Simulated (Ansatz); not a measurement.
# C2H5InO (SMILES C[C](=O)[InH2]): MP2/def2-SVP (core potential)

Aim: the vertical ionisation energy of C2H5InO at MP2/def2-SVP (core potential), from 2 runs. 

The calculation is run with Ansatz 0.2.0.

62 further runs of the same task are left out: 62 set aside as unsound or not needed.

## (1) Starting point

The species is C2H5InO (9 atoms), meant as a singlet with charge 0. As SMILES, `C[C](=O)[InH2]`. The coordinates come from a PBE0-D4/def2-TZVP relaxation.

Bond lengths: C1–C2 1.499 Å, C2–O3 1.209 Å, C2–In4 2.211 Å, C1–H5 1.093 Å, C1–H6 1.095 Å, C1–H7 1.095 Å, In4–H8 1.725 Å, In4–H9 1.725 Å. Some angles: C1–C2–O3 122.1°, C1–C2–In4 127.4°, O3–C2–In4 110.5°, C2–C1–H5 111.2°, C2–C1–H6 109.2°, C2–C1–H7 109.1°, C2–In4–H8 118.8°, C2–In4–H9 118.8°, H5–C1–H6 110.2°, H5–C1–H7 110.2°.

## (2) A single-point energy at MP2/def2-SVP (core potential)

Input file run.yaml:

```yaml
crystal:
  periodic: [false, false, false]
  atoms:
    - {symbol: C, position_ang: [0.344400, 1.188000, -0.839100]}
    - {symbol: C, position_ang: [0.607000, -0.087100, -0.096200]}
    - {symbol: O, position_ang: [1.705800, -0.590300, -0.051600]}
    - {symbol: In, position_ang: [-0.847800, -1.304800, 1.038800]}
    - {symbol: H, position_ang: [1.255300, 1.565500, -1.309800]}
    - {symbol: H, position_ang: [-0.427200, 1.011100, -1.595100]}
    - {symbol: H, position_ang: [-0.058700, 1.931600, -0.144300]}
    - {symbol: H, position_ang: [-1.599800, -2.644700, 0.254600]}
    - {symbol: H, position_ang: [-0.978900, -1.069400, 2.742600]}
basis:
  gaussian: {orbitals: def2-SVP}
correlation: {method: mp2, frozen_orbitals: {C: 1, H: 0, In: 4, O: 1}}
accuracy: high
```

The run is started by

```
$ ansatz run run.yaml --threads 1 --pin off --max-ram 3480MiB --events-out events.jsonl --progress --plain --runs-dir runs
```

What it wrote:

```text
Warning: RAYON_NUM_THREADS=1 ignored (pool sized by the plan → 1); use --threads N
Functional definition: HF
  name "HF"
  exchange = exact_x
  correlation = 0
2299 factors; integrals over basis functions are off by at most 8.2e-9 eV
mean field evaluation 1: about -9317.7570 eV, gradient 3.5e1 eV
mean field evaluation 2: about -9317.8560 eV, gradient 3.5e1 eV
mean field evaluation 4: about -9321.0034 eV, gradient 4.3e0 eV
mean field evaluation 8: about -9321.0881 eV, gradient 4.1e-1 eV
mean field evaluation 16: about -9321.0899 eV, gradient 2.1e-8 eV
mean field -9321.08986874 eV, -342.5437346146 hartree, gradient 2.1e-8 eV, S^2 0.000000; 0 other end points of the search recorded, 0 dependent functions left out
7 core orbitals not correlated: weight in the atoms' cores, before any rotation towards them, 1.000 or more for the frozen orbitals, at most 0.000 for the correlated occupied ones
reference -9321.08986874 eV, -342.5437346146 hartree; 16, 16 occupied and 70, 70 virtual orbitals, 2299 factors
second order -14.81602588 eV of doubles, -0.00000000 eV of singles
Total energy: -9335.90589462 eV, -343.0882135230 hartree
```

Wall time 4.5 s (1 thread of Arm Neoverse V2, shared host); peak memory 0.29 GiB.

## (3) The doublet cation at the same level

run.yaml, as its differences from that of step 2:

```diff
@@ -13,4 +13,11 @@
 basis:
-  gaussian: {orbitals: def2-SVP}
-correlation: {method: mp2, frozen_orbitals: {C: 1, H: 0, In: 4, O: 1}}
+  gaussian:
+    orbitals: def2-SVP
+total_charge: 1
+magnetization:
+  spin_polarized: true
+  initial_magnetization: 1
+correlation:
+  method: mp2
+  frozen_orbitals: {C: 1, H: 0, In: 4, O: 1}
 accuracy: high
```

The run is started by

```
$ ansatz run run.yaml --threads 1 --pin off --max-ram 3480MiB --events-out events.jsonl --progress --plain --runs-dir runs
```

What it wrote:

```text
Warning: RAYON_NUM_THREADS=1 ignored (pool sized by the plan → 1); use --threads N
Functional definition: HF
  name "HF"
  exchange = exact_x
  correlation = 0
2298 factors; integrals over basis functions are off by at most 8.2e-9 eV
mean field evaluation 1: about -9301.7095 eV, gradient 4.0e1 eV
mean field evaluation 2: about -9301.7211 eV, gradient 4.0e1 eV
mean field evaluation 4: about -9312.5287 eV, gradient 1.1e1 eV
mean field evaluation 8: about -9313.6573 eV, gradient 5.8e-1 eV
mean field evaluation 16: about -9313.6717 eV, gradient 2.8e-8 eV
mean field evaluation 32: about -9299.2505 eV, gradient 5.4e1 eV
mean field -9313.67174568 eV, -342.2711236202 hartree, gradient 3.7e-8 eV, S^2 0.780831; 2 other end points of the search recorded, 0 dependent functions left out
7 core orbitals not correlated: weight in the atoms' cores, before any rotation towards them, 1.000 or more for the frozen orbitals, at most 0.000 for the correlated occupied ones
reference -9313.67174568 eV, -342.2711236202 hartree; 16, 15 occupied and 70, 71 virtual orbitals, 2298 factors
second order -13.75465105 eV of doubles, -0.00000000 eV of singles
Total energy: -9327.42639673 eV, -342.7765977230 hartree
```

Run time: 7.5 s. Hardware: 1 thread of Arm Neoverse V2, shared host; peak memory 0.37 GiB.

## (4) Results

Level: MP2/def2-SVP (core potential), 7 core orbitals frozen.

```
                                                    quantity          value
                               singlet C2H5InO: total energy  -343.08821 Eh
singlet C2H5InO: correlation energy (7 core orbitals frozen)     -544.5 mEh
                                doublet cation: total energy  -342.77660 Eh
 doublet cation: correlation energy (7 core orbitals frozen)     -505.5 mEh
           doublet cation: ⟨S²⟩ of the reference determinant          0.781
          vertical ionisation energy (to the doublet cation)       8.479 eV
```

What this shows: Removing an electron at fixed nuclei costs 8.48 eV (818 kJ/mol).
